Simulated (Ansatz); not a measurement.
Geometry optimisation, DFT PBE, scalar-relativistic, plane waves, PAW (Ansatz 0.2.0).

The input (input.yaml):

```yaml
crystal:
  lattice:
    - [0.0, 4.408, 4.408]
    - [4.408, 0.0, 4.408]
    - [4.408, 4.408, 0.0]
  atoms:
    - { symbol: Mg, position: [0.0, 0.0, 0.0] }
    - { symbol: O, position: [0.25, 0.25, 0.25] }
    - { symbol: Mg, position: [0.0, 0.0, 0.5] }
    - { symbol: O, position: [0.25, 0.25, 0.75] }
    - { symbol: Mg, position: [0.0, 0.5, 0.0] }
    - { symbol: O, position: [0.25, 0.75, 0.25] }
    - { symbol: Mg, position: [0.0, 0.5, 0.5] }
    - { symbol: O, position: [0.25, 0.75, 0.75] }
    - { symbol: Mg, position: [0.5, 0.0, 0.0] }
    - { symbol: O, position: [0.75, 0.25, 0.25] }
    - { symbol: Mg, position: [0.5, 0.0, 0.5] }
    - { symbol: O, position: [0.75, 0.25, 0.75] }
    - { symbol: Mg, position: [0.5, 0.5, 0.0] }
    - { symbol: O, position: [0.75, 0.75, 0.25] }
    - { symbol: Mg, position: [0.5, 0.5, 0.5] }
    - { symbol: O, position: [0.75, 0.75, 0.75] }
    - { symbol: O, position: [0.35942796, 0.37608352, -0.1145747], spin: 1.0 }
magnetization:
  spin_polarized: true
basis:
  ecutwfc: 420.0
kpoints:
  mp_grid: { grid: [2, 2, 2] }
hamiltonian:
  xc: pbe
  pseudopotentials: { kind: paw, azcp: { folder: soft_1 } }
scf:
  occupations: { method: fermi_dirac, width: 0.02 }
  lower_state_search: "off"
relax:
  f_tol: 0.03
  max_steps: 60
  adjacent_minimum: "off"
```

Run as:

```bash
$ ansatz run input.yaml --threads 2 --pin off --max-ram 5120MiB --backend cpu --events-out ev --progress --plain --runs-dir out
```

Q: Where does it end, and by what steps?

A: The run converged. The force dipped under the threshold on the way, but the program's further checks kept it going. Limits of this set-up: coarse k mesh, a small cell, in which the defect meets its images. After 15 steps the energy has fallen by 5.111 eV; O17 moved furthest, 1.20 Å. Parted: O2–Mg5 (2.20 → 2.93 Å), O2–Mg13 (2.20 → 2.93 Å), Mg15–O17 (1.96 → 3.20 Å). Joined: O2–O17 (1.86 → 1.46 Å), Mg7–O17 (3.60 → 2.22 Å).

```csv
step,energy less start (eV),largest force component (eV/Å),accepted
0,0.0000,3.231,yes
1,-2.1718,1.461,yes
2,-2.8152,0.805,yes
3,-2.8729,0.754,yes
4,-3.0409,0.479,yes
5,-3.2340,1.359,yes
6,-3.3735,1.097,yes
7,-3.7266,1.343,yes
8,-4.1321,1.386,yes
9,-3.9127,4.179,no
10,-4.4049,1.074,yes
11,-4.5746,0.552,yes
12,-4.8181,0.645,yes
13,-5.0850,0.171,yes
14,-5.1108,0.019,yes
15,-5.1108,0.019,yes
```

```xyz
17
Lattice="0.0000 4.4080 4.4080 4.4080 0.0000 4.4080 4.4080 4.4080 0.0000" Properties=species:S:1:pos:R:3
Mg -0.115 -0.066 0.061
O 2.157 2.653 1.750
Mg 2.140 2.123 -0.105
O 4.345 4.342 2.264
Mg 2.145 -0.233 2.248
O 4.346 2.138 4.469
Mg 4.223 2.142 2.261
O 6.550 4.340 4.470
Mg 0.062 2.134 2.269
O 2.142 4.342 4.469
Mg 2.140 4.508 2.280
O 4.346 6.546 4.469
Mg 2.145 2.155 4.636
O 4.346 4.342 6.673
Mg 4.400 4.343 4.467
O 6.549 6.546 6.673
O 2.126 1.619 2.784
```

Whether the end is a true minimum wasn't checked by a vibrational analysis.

Time of the run: 3.3 min on 2 threads of Arm Neoverse V1, with other jobs on the host, peak memory 0.94 GiB.
